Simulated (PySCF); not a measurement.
**From one method to the next for Tl⁺**

Aim: see what other levels and later steps give for Tl⁺.

Method: each script names its method and basis; program: PySCF 2.14.0.

6 further runs of the same task are left out: 1 for a known fault of the program, 5 that didn't finish.

## 1. The atom

Tl⁺: 1 atom, charge 1, spin multiplicity 1.

## 2. Base script

The input, input.py:

```python
from pyscf import gto, dft

mol = gto.M(
    atom='Tl 0 0 0',
    basis='lanl2dz',
    ecp={'Tl': 'lanl2dz'},
    charge=1,
    spin=0,
    symmetry=True,
    verbose=4,
)
mf = dft.UKS(mol, xc='camb3lyp')
mf.kernel()
mf.dip_moment()
print('orbital energies (hartree):', [e[max(0, n-3):n+3].round(4) for e, n in zip(mf.mo_energy, mol.nelec)])
```

Started as:

```sh
$ python input.py
```

The log of this run is left out.

Base result: E(SCF) = -51.319343 Eh, 7 cycles.

## 3. R2scan

Edit 1 changes functional: camb3lyp → r2scan.

The input, input.py:

```python
from pyscf import gto, dft

mol = gto.M(
    atom='Tl 0 0 0',
    basis='lanl2dz',
    ecp={'Tl': 'lanl2dz'},
    charge=1,
    spin=0,
    symmetry=True,
    verbose=4,
)
mf = dft.UKS(mol, xc='r2scan')
mf.kernel()
mf.dip_moment()
print('orbital energies (hartree):', [e[max(0, n-3):n+3].round(4) for e, n in zip(mf.mo_energy, mol.nelec)])
```

Started as:

```sh
$ python input.py
```

## 4. Population analysis

Edit 2 changes step after the SCF: none → analyze.

input.py, as its differences from that of step 2:

```diff
@@ -13,2 +13,3 @@
 mf.kernel()
+mf.mulliken_pop()
 mf.dip_moment()
```

## 5. Bp86

Edit 3 changes functional: camb3lyp → bp86.

input.py, as its differences from that of step 2:

```diff
@@ -11,3 +11,3 @@
 )
-mf = dft.UKS(mol, xc='camb3lyp')
+mf = dft.UKS(mol, xc='bp86')
 mf.kernel()
```

Before running it: what results should come out? Wanted: for each run, E(SCF); from base; gap.

**Answer**, as computed:

| run | E(SCF) (hartree) | from base (eV) | cycles | gap (eV) |
| --- | --- | --- | --- | --- |
| base | -51.319343 | 0 | 7 | 11.41 |
| r2scan | -51.185536 | not comparable | 8 | 8.70 |
| population analysis | -51.319343 | 0.0000 | 7 | 11.41 |
| bp86 | -51.675840 | not comparable | 7 | 7.96 |

**Reading.** A lower total energy from another functional means nothing by itself.
